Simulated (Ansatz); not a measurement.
# LiB4Pt: the cost of one run

Computed with Ansatz 0.2.0 (DFT PBE, scalar-relativistic, plane waves, PAW, unless a step's input says otherwise).

### 1 The starting structure

The structure is hexagonal, space group P6/mmm (No. 191). The conventional cell has a = 3.324 Å, b = 3.324 Å, c = 5.438 Å, α = 90.00°, β = 90.00°, γ = 120.00°. Around Li (site symmetry 6/mmm) lie 12 B at 2.17 Å. B (site symmetry 3m) is surrounded by 4 B at 1.92 to 2.04 Å and 3 Li at 2.17 Å and 3 Pt at 2.56 Å. Around Pt (site symmetry 6/mmm) lie 12 B at 2.56 Å and 2 Li at 2.72 Å.

Structure file:

```cif
data_structure
_symmetry_space_group_name_H-M 'P6/mmm'
_symmetry_Int_Tables_number 191
_cell_length_a 3.3238
_cell_length_b 3.3238
_cell_length_c 5.4381
_cell_angle_alpha 90.000
_cell_angle_beta 90.000
_cell_angle_gamma 120.000
_cell_volume 52.03
loop_
_atom_site_label
_atom_site_type_symbol
_atom_site_symmetry_multiplicity
_atom_site_Wyckoff_symbol
_atom_site_fract_x
_atom_site_fract_y
_atom_site_fract_z
_atom_site_occupancy
Li1 Li 1 a 0.00000 0.00000 0.00000 1
B1 B 4 h 0.33333 0.66667 0.81266 1
Pt1 Pt 1 b 0.00000 0.00000 0.50000 1
```

The cell is invented: random cell by space group and Wyckoff sites (P6/mmm, No. 191). Lengths come from tabulated atomic sizes and are only a guess.

### 2 A first look at the guess

File input.yaml:

```yaml
crystal:
  lattice:
    - [3.32384756, 0.0, 0.0]
    - [-1.66192378, 2.87853643, 0.0]
    - [0.0, 0.0, 5.43810416]
  atoms:
    - { symbol: Li, position: [0.0, 0.0, 0.0] }
    - { symbol: B, position: [0.33333333, 0.66666667, 0.81265975] }
    - { symbol: B, position: [0.66666667, 0.33333333, 0.81265975] }
    - { symbol: B, position: [0.66666667, 0.33333333, 0.18734025] }
    - { symbol: B, position: [0.33333333, 0.66666667, 0.18734025] }
    - { symbol: Pt, position: [0.0, 0.0, 0.5] }
basis:
  ecutwfc: 420
kpoints:
  mp_grid: { grid: [6, 6, 4] }
hamiltonian:
  xc: pbe
scf:
  occupations: { method: gaussian, width: 0.1 }
  lower_state_search: "off"
output:
  forces: true
  stress: true
  eigenvalues: true
```

Command:

```bash
> ansatz run input.yaml --threads 1 --pin off --max-ram 2048MiB --backend cpu --events-out ev --progress --plain --runs-dir out
```

**Question.** How long does this run take on 1 thread of Intel Xeon Platinum 8259CL at 2.50GHz (Skylake/Cascade Lake), shared host, and how much memory does it need?

About 2 s, with a peak of 0.46 GiB.
